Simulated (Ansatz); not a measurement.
# H4SSi: the cost of one run

Method: PBE0-D4/def2-TZVP structures, single points in def2-TZVPP, no counterpoise correction; program: Ansatz 0.2.0, Gaussian basis.

Levels: SPW92, PBE-D4, BLYP-D4, r2SCAN-D4, B97M-V, PBE0-D4, B3LYP-D4, r2SCAN0-D4, BHLYP-D4, CAM-B3LYP-D4, wB97X-V, wB97M-V, B2PLYP, PBE-QIDH, RPA on PBE, Hartree-Fock, MP2, CCSD, CCSD(T).

Cores are frozen in the correlated methods. Filled d shells of the heavier atoms are correlated. B3LYP uses VWN-RPA correlation. B2PLYP carries no dispersion term here.

94 further runs of the same task are left out: 94 set aside as unsound or not needed.

### Step 1. Starting geometry

The complex: 8 atoms, charge 0, spin multiplicity 1.

Atoms are counted from 1 here; the program's logs count them from 0.

Bond lengths: Si1–S2 2.152 Å, Si1–H3 1.481 Å, Si1–H4 1.483 Å, Si1–H5 1.482 Å, S2–H8 1.344 Å, H6–Br7 1.444 Å. Angles: S2–Si1–H3 104.4°, S2–Si1–H4 110.3°, S2–Si1–H5 110.6°, H3–Si1–H4 110.6°, H3–Si1–H5 110.9°, H4–Si1–H5 110.0°, Si1–S2–H8 94.9°.

As a file:

```xyz
8
charge 0, multiplicity 1
Si   -0.33179   -1.14228    0.00384
S     1.41124    0.05767    0.39641
H    -0.14715   -1.61445   -1.38721
H    -0.38851   -2.29003    0.94127
H    -1.56338   -0.32719    0.12679
H     0.38859    1.91820   -0.57225
Br   -0.39913    2.98511   -1.14458
H     1.03024    0.41297    1.63582
```

Its parts: SiH₄S holds atoms 1, 2, 3, 4, 5, 8; HBr holds atoms 6, 7. Each part counts its atoms afresh in its own runs.

### Step 2. Relaxing SiH₄S alone

File relax-a/in.yaml:

```yaml
crystal:
  periodic: [false, false, false]
  atoms:
    - {symbol: Si, position_ang: [-0.331791, -1.142284, 0.003842]}
    - {symbol: S, position_ang: [1.411239, 0.057674, 0.396408]}
    - {symbol: H, position_ang: [-0.147150, -1.614449, -1.387205]}
    - {symbol: H, position_ang: [-0.388510, -2.290030, 0.941271]}
    - {symbol: H, position_ang: [-1.563383, -0.327194, 0.126795]}
    - {symbol: H, position_ang: [1.030239, 0.412969, 1.635823]}
basis:
  gaussian: {orbitals: def2-TZVP}
hamiltonian: {xc: pbe0, dispersion: d4}
relax: {f_tol: 0.005, max_steps: 200}
```

Run with:

```sh
> ansatz run in.yaml --threads 4 --pin off --events-out ev --progress --plain --max-ram 9574MiB
```

**Question.** How long does this run take on 4 threads of Arm Neoverse V1, shared host?

About 4.2 s.
